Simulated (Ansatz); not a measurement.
# ZrCl (doublet): from Hartree-Fock to the top rungs, def2-QZVPP

The task here is to estimate one member of a computed series from the others.

Computed with Ansatz 0.2.0, Gaussian basis. Level: def2-QZVPP, core rule «outside noble gas», up to 9 orbitals frozen.

Plan: UHF; ROHF; CCSD(T) on UHF.

## The system

The geometry is a PBE0/def2-TZVP stationary point (not a proven minimum) of the parent state, kept for this charge and spin. No spin-orbit coupling is included. Elements past krypton take def2 core potentials.

2 atoms, charge 0, spin multiplicity 2.

Atoms are counted from 1 here; the program's logs count them from 0.

Bond lengths: Zr1–Cl2 2.345 Å.

Set-up of the first run:

Contents of in.yaml:

```yaml
crystal:
  periodic: [false, false, false]
  atoms:
    - {symbol: Zr, position_ang: [0.000000, 0.000000, 0.000000]}
    - {symbol: Cl, position_ang: [0.000000, 0.000000, 2.344575]}
basis:
  gaussian: {orbitals: "def2-QZVPP.json"}
magnetization: {spin_polarized: true, initial_magnetization: 1}
hamiltonian: {xc: hf}
output: {orbitals: {seedname: orbitals}}
```

Launch:

```sh
$ ansatz run in.yaml --threads 1 --pin off --events-out ev --progress --plain --max-ram 4096MiB --backend cpu
```

Among the steps run: UHF; ROHF; CCSD(T) on UHF.

One table of the session follows, with a row left open; its other results are not shown here.

It belongs to the step «Misses and costs». 

```
  method  from UCCSD(T) (kJ/mol)
    ROHF                  +853.3
     UHF                  +803.7
    UMP2                  +118.1
   UCCSD                       ?
UCCSD(T)                       0
```

Estimate the missing values for UCCSD.

**Answer.** from UCCSD(T) (kJ/mol): +42.2. In the column «from UCCSD(T) (kJ/mol)» it lies between UCCSD(T) (0) and UMP2 (+118.1).

To keep in mind: The determinant is far from a pure spin state, so its energy mixes those of several spin states (harmless only where they are near-degenerate, as at dissociation).
